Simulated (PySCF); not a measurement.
# The bond of ZnSe, level by level

The task here is to estimate one member of a computed series from the others.

The runs use PySCF 2.14.0; Zn def2-TZVPP, Se def2-TZVPP, no relativity.

The first run:

A driver script around PySCF takes these settings:

* atoms: Zn, Se
* charge: 0
* basis: Zn def2-TZVPP, Se def2-TZVPP
* Hamiltonian: no relativity
* basis functions: 112
* electrons treated: 64
* masses in u: 63.9291, 79.9165
* levels: PBE0, PBE, r²SCAN, B97-3, PW91, M06, revPBE, ωB97X, HF, MP2, SCS-MP2, CCSD, CCSD(T)
* grid: 80 radial by 434 angular points
* occupations: held fixed by the projection of orbital angular momentum
* dissociation limit: Zn + Se, each in its ground configuration
* starting distance in angstrom: 2.305
* values of 2S to try: 0, 2

The run is started by

```
$ OMP_NUM_THREADS=2 python dia.py task.json out
```

Among the steps run: Set-up; First curve: PBE0; Higher solutions at PBE0; PBE (GGA); r²SCAN (meta-GGA); B97-3 (global hybrid GGA); PW91; M06 (hybrid meta-GGA); revPBE; ωB97X (range-separated hybrid); RHF; Adding correlation.

One table of the session follows, with a row left open; its other results are not shown here.

It belongs to the step «The curves together». Energy (eV) from each level's lowest point:

```
R (Å)    RHF  RHF-MP2  RHF-SCS-MP2  RHF-CCSD  RHF-CCSD(T)
1.879  1.275    0.961        1.065       n/a          n/a
1.966  0.600    0.397        0.468     0.504        0.500
2.054      ?        ?            ?         ?            ?
2.119  0.064    0.012        0.032     0.043        0.041
2.185  0.000    0.000        0.000     0.000        0.000
2.251  0.000    0.049        0.030     0.017        0.019
2.338  0.069    0.184        0.138     0.106        0.112
2.447  0.221    0.423        0.345     0.283        0.297
2.578  0.446    0.760        0.645     0.544        0.569
2.753  0.751    1.218        1.057       n/a          n/a
```

Estimate the missing values for R (Å) = 2.054.

Worked estimate for «RHF». A straight line through the neighbours (1.966, 0.600) and (2.119, 0.064) gives 0.600 + (0.064 − 0.600) × (2.054 − 1.966) / (2.119 − 1.966) = 0.292; a parabola fitted to 4 rows on both sides gives 0.199.

**Answer.** RHF: 0.215; RHF-MP2: 0.104; RHF-SCS-MP2: 0.145; RHF-CCSD: 0.166; RHF-CCSD(T): 0.164. In «RHF» the line misses by +0.077 and the parabola by -0.016.
